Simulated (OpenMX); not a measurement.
Runs of OpenMX 3.8.5 on SiSe. The structure is hexagonal, space group P-6m2 (No. 187). The conventional cell has a = 3.595 Å, b = 3.595 Å, c = 3.599 Å, α = 90.00°, β = 90.00°, γ = 120.00°. Around Si (site symmetry -6m2) lie 6 Se at 2.75 Å. Around Se (site symmetry -6m2) lie 6 Si at 2.75 Å. The cell was built by a generator and needn't be a form met in nature.

```tsv
level	potentials or basis	spin	k mesh	SCF threshold	mesh quality	pressure (GPa)	moment (μB)
PBE	OpenMX 2013 PBE set, Si7.0-s2p2d1, Se7.0-s3p2d2, grid cutoff 300 Ry	non-collinear, zero start, SOC	5 × 5 × 5	1e-07 Ha	coarse	-	0.00
PBE	OpenMX 2013 PBE set, Si7.0-s2p2d1, Se7.0-s3p2d2, grid cutoff 300 Ry	off	7 × 7 × 5	1e-08 Ha	not flagged	-0.1	-
LDA	OpenMX 2013 LDA set, Si7.0-s2p2d1, Se7.0-s3p2d2, grid cutoff 300 Ry	off	7 × 7 × 5	1e-08 Ha	not flagged	(a)	-
PBE	OpenMX 2013 PBE set, Si7.0-s2p2d1, Se7.0-s3p2d2, grid cutoff 300 Ry	non-collinear, zero start	5 × 5 × 5	1e-07 Ha	coarse	-	0.00
```

Alike in all rows: task band structure; cell as given; smearing fermi-dirac 0.05 eV.

Problem. Fill in the values left out.

Solution. (a) -4.2.

Caveats: some runs use coarse meshes; the basis of atomic orbitals isn't converged, which shifts pressures, moduli and gaps; total energies with and without spin-orbit coupling shouldn't be compared in this program (some runs).

Not every run made on this cell is shown here.
